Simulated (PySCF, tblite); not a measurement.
**C₄H₈GeSSi: geometry, infrared bands and NMR shifts**

Wanted: the infrared bands and NMR shifts of C₄H₈GeSSi (`C[C](=S)[GeH2][C]#C[SiH3]`), by calculation.

The runs use tblite 0.8.0 and PySCF 2.14.0, with density-fitted response routines of our own; the level of theory stands in each step. All values are computed, except where a source is named. Atoms count from 0, in the outputs and in this text.

### Step 1. Starting geometry

15 atoms, charge 0, multiplicity 1; geometry from: force field or distance geometry start.

Bonds of the start (Å): C0–C1 1.48, C1–S2 1.44, C1–Ge3 1.93, Ge3–C4 1.89, C4–C5 1.20, C5–Si6 1.82, C0–H7 1.10, C0–H8 1.12, C0–H9 1.11, Ge3–H10 1.55, Ge3–H11 1.56, Si6–H12 1.47, Si6–H13 1.47, Si6–H14 1.47.

### Step 2. Relaxing the molecule with GFN2-xTB

Job settings and geometry (Å):

```
{"job": {"kind": "relax", "xc": "GFN2-xTB", "basis": "xTB"}, "charge": 0, "multiplicity": 1}
C     -3.124100     0.079400    -0.257200
C     -1.980000     0.065300     0.686700
S     -1.877800     1.027500     1.755000
Ge    -0.596700    -1.263200     0.516400
C      1.063200    -0.421900     0.209000
C      2.114500     0.123200    -0.006300
Si     3.708900     0.948300    -0.316100
H     -3.032400    -0.730800    -0.996400
H     -4.081300    -0.059400     0.298000
H     -3.165200     1.048700    -0.797300
H     -0.925100    -2.220800    -0.658500
H     -0.512300    -2.097100     1.836800
H      3.597300     2.367400     0.060900
H      4.055400     0.825600    -1.739900
H      4.751200     0.315500     0.502100
```

On the command line:

```
$ OMP_NUM_THREADS=1 python probes_run.py task.json out
```

One launch serves the whole session: the jobs run in the order shown.

**Question.** This job is followed by: GFN2-xTB harmonic vibrations, gas phase; GIAO PBE0/pcSseg-1 NMR shielding, non-relativistic, gas phase. What will the session give for the following? strongest single infrared mode (GFN2-xTB); zero-point energy (GFN2-xTB); 13C shifts against TMS (PBE0/pcSseg-1); 1H shifts against TMS (PBE0/pcSseg-1, means over atoms taken as alike); 33S shifts against CS2 (PBE0/pcSseg-1); 73Ge shifts against GeMe4 (PBE0/pcSseg-1); 29Si shifts against TMS (PBE0/pcSseg-1).

As calculated:

```
                                                              quantity                          value
                             strongest single infrared mode (GFN2-xTB)           795 cm⁻¹, 557 km/mol
                                          zero-point energy (GFN2-xTB)                  56.7 kcal/mol
                                13C shifts against TMS (PBE0/pcSseg-1)  315.3, 116.4, 114.4, 52.1 ppm
1H shifts against TMS (PBE0/pcSseg-1, means over atoms taken as alike)           4.67, 4.28, 3.73 ppm
                                33S shifts against CS2 (PBE0/pcSseg-1)                       1371 ppm
                             73Ge shifts against GeMe4 (PBE0/pcSseg-1)                       -203 ppm
                               29Si shifts against TMS (PBE0/pcSseg-1)                      -99.2 ppm
```

**Reading.** Over 220 steps the energy fell by 1.173 eV; of the close pairs, C1–S2 changed most, 1.441 to 1.622 Å. No mode is imaginary among the 39: a minimum at this level. The strongest single mode, at 795 cm⁻¹, has its largest shares on H11, H10, Si6 and C4 (the list is cut at 4 atoms). Unscaled tight-binding wavenumbers are off by several per cent, some by more. Its intensities can rank the bands wrongly. The most deshielded carbon is C1 (thiocarbonyl carbon), at 315.3 ppm: low-lying n→π* states of the double bond to the heteroatom give a large paramagnetic term (-390 ppm). At PBE0/pcSseg-1: Shielding is most anisotropic at S2 (span 3180 ppm, paramagnetic term -1923 ppm). Spin-orbit coupling is left out, which matters for shieldings and couplings at and beside the heavy atoms.
